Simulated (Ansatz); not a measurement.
# LiY3 in Ansatz: convergence with k mesh

Input of the first run (k mesh 3 × 3 × 3); the others differ in this setting and in those tied to it:

input.yaml

```yaml
crystal:
  lattice:
    - [-2.36719, 2.36719, 5.326643]
    - [2.36719, -2.36719, 5.326643]
    - [2.36719, 2.36719, -5.326643]
  atoms:
    - { symbol: "Y", position: [0.5, 0.5, 0.0] }
    - { symbol: "Y", position: [0.25, 0.75, 0.5] }
    - { symbol: "Y", position: [0.75, 0.25, 0.5] }
    - { symbol: Li, position: [0.0, 0.0, 0.0] }
hamiltonian:
  xc: lda
  pseudopotentials: { kind: paw_fr }
magnetization:
  noncollinear: true
  spin_orbit: true
kpoints:
  mp_grid: { grid: [3, 3, 3] }
scf:
  occupations: { method: gaussian, width: 0.05 }
output:
  forces: true
  stress: true
  eigenvalues: true
```

Potentials or basis: Ansatz PAW.

Run with:

```console
$ ansatz run input.yaml --threads 2 --pin off --max-ram 5632MiB --backend cpu --events-out ev --progress --plain --runs-dir out
```

The cell comes from a database or a generator and needn't be the stable form of this composition.

Hardware: 2 threads of Arm Neoverse V1 (shared host).

| k mesh | energy less the tightest run, at zero smearing (meV/atom) | pressure (GPa) | SCF cycles | CPU time (s) | peak memory (GiB) |
| --- | --- | --- | --- | --- | --- |
| 3 × 3 × 3 | 23.49 | -2.74 | 8 | 6.9 | 0.55 |
| 4 × 4 × 4 | -6.86 | -3.08 | 7 | 13 | 0.58 |
| 5 × 5 × 5 | -3.68 | -3.04 | 8 | 19 | 0.61 |
| 6 × 6 × 6 | 1.60 | -3.06 | 8 | 30 | 0.67 |
| 7 × 7 × 7 | -0.52 | -3.04 | 7 | 39 | 0.72 |
| 9 × 9 × 9 | 0.67 | -3.05 | 8 | 78 | 0.9 |
| 11 × 11 × 11 | 0.23 | -3.07 | 8 | 120 | 1.2 |
| 13 × 13 × 13 | 0.00 | -3.05 | 7 | 180 | 1.5 |

Against the tightest run, the energy stays within 1 meV/atom from 7 × 7 × 7 on; the pressure stays within 0.1 GPa from 4 × 4 × 4 on. Meshes of other sizes hit other points, so gaps and Fermi surfaces needn't settle smoothly. The tightest run that finished is the yardstick and may itself not be fully converged.

Caveat, for the tightest run too: the PAW data sets come from PBE, with cores solved anew for the run's functional, which leaves a small shift of forces and pressure.
